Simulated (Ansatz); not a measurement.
Relaxation of a periodic cell of 21 atoms, H2C18O (surface graphene monolayer, adsorbate H2O), to a largest force component of 0.03 eV/Å in at most 60 steps.

Theory: DFT PBE-D3(BJ), scalar-relativistic, plane waves, PAW in Ansatz 0.2.0. Settings: cutoff 420 eV, k mesh 2x2x1, fermi-dirac smearing 0.05 eV, no spin polarisation.

```xyz
21
Lattice="7.3980 0.0000 0.0000 -3.6990 6.4069 0.0000 0.0000 0.0000 11.0000" Properties=species:S:1:pos:R:3:forces:R:3
C 0.000 0.000 1.000 -0.90 0.34 -0.20
C 1.233 0.712 1.000 0.47 0.40 -0.04
C -1.233 2.136 1.000 0.37 0.29 -4.61
C 0.000 2.847 1.000 1.11 0.66 -0.07
C -2.466 4.271 1.000 -0.27 -0.68 -0.33
C -1.233 4.983 1.000 0.64 0.24 -0.06
C 2.466 0.000 1.000 0.13 0.12 -0.01
C 3.699 0.712 1.000 -0.15 -0.28 -0.10
C 1.233 2.136 1.000 -0.03 -0.65 -0.01
C 2.466 2.847 1.000 0.16 -0.01 0.01
C 0.000 4.271 1.000 -0.52 0.30 -0.03
C 1.233 4.983 1.000 -0.03 0.45 -0.02
C 4.932 0.000 1.000 -0.20 -0.64 -0.74
C 6.165 0.712 1.000 2.18 -5.56 -4.97
C 3.699 2.136 1.000 -0.74 -0.01 -0.75
C 4.932 2.847 1.000 -4.00 5.32 -6.30
C 2.466 4.271 1.000 0.43 0.16 -0.04
C 3.699 4.983 1.000 -0.47 -0.27 0.26
O 5.647 1.816 2.310 1.85 -2.61 13.84
H 6.419 2.349 2.510 1.99 0.97 2.88
H 4.899 2.382 2.510 -2.04 1.48 1.30
```

Task: Where does it end, and by what steps?

Result: The forces met the threshold. The force dipped under the threshold on the way, but the program's further checks kept it going. Limits of this set-up: coarse k mesh, slab without dipole correction. After 41 steps the energy has fallen by 8.453 eV; O19 moved furthest, 1.95 Å. The start is strongly strained (largest force component 14 eV/Å), so its close contacts needn't be bonds. Parted: C3–O19.

| step | energy less start (eV) | largest force component (eV/Å) | accepted |
| --- | --- | --- | --- |
| 0 | 0.0000 | 13.840 | yes |
| 2 | -5.4126 | 4.727 | yes |
| 4 | -7.4327 | 1.645 | yes |
| 6 | -8.1583 | 1.140 | yes |
| 8 | -8.4017 | 0.419 | yes |
| 10 | -8.4392 | 0.178 | yes |
| 12 | -8.4406 | 0.120 | yes |
| 14 | -8.3417 | 2.268 | no |
| 16 | -8.4401 | 0.331 | no |
| 18 | -8.4436 | 0.026 | yes |
| 20 | -8.4442 | 0.168 | yes |
| 22 | -8.4464 | 0.040 | yes |
| 24 | -8.4475 | 0.013 | yes |
| 26 | -8.4456 | 0.425 | no |
| 28 | -8.4475 | 0.233 | no |
| 30 | -8.4494 | 0.053 | yes |
| 32 | -8.4500 | 0.055 | yes |
| 34 | -8.4508 | 0.154 | yes |
| 36 | -8.4510 | 0.090 | no |
| 38 | -8.4512 | 0.095 | no |
| 40 | -8.4523 | 0.069 | no |
| 41 | -8.4525 | 0.018 | yes |

```xyz
21
Lattice="7.3980 0.0000 0.0000 -3.6990 6.4069 0.0000 0.0000 0.0000 11.0000" Properties=species:S:1:pos:R:3
C -0.012 -0.050 0.758
C 1.227 0.664 0.758
C -1.248 2.093 0.755
C -0.011 2.807 0.757
C -2.473 4.228 0.755
C -1.248 4.934 0.757
C 2.451 -0.042 0.758
C 3.687 0.671 0.757
C 1.227 2.091 0.758
C 2.451 2.799 0.758
C -0.012 4.221 0.757
C 1.227 4.936 0.758
C 4.925 -0.044 0.757
C 6.150 0.662 0.756
C 3.686 2.085 0.756
C 4.925 2.801 0.754
C 2.451 4.229 0.758
C 3.686 4.942 0.757
O 5.392 2.516 4.117
H 6.291 2.348 4.439
H 5.485 2.505 3.150
```

Whether the end is a true minimum wasn't checked by a vibrational analysis.

Run time: 3.6 min on 1 CPU thread of a shared host.
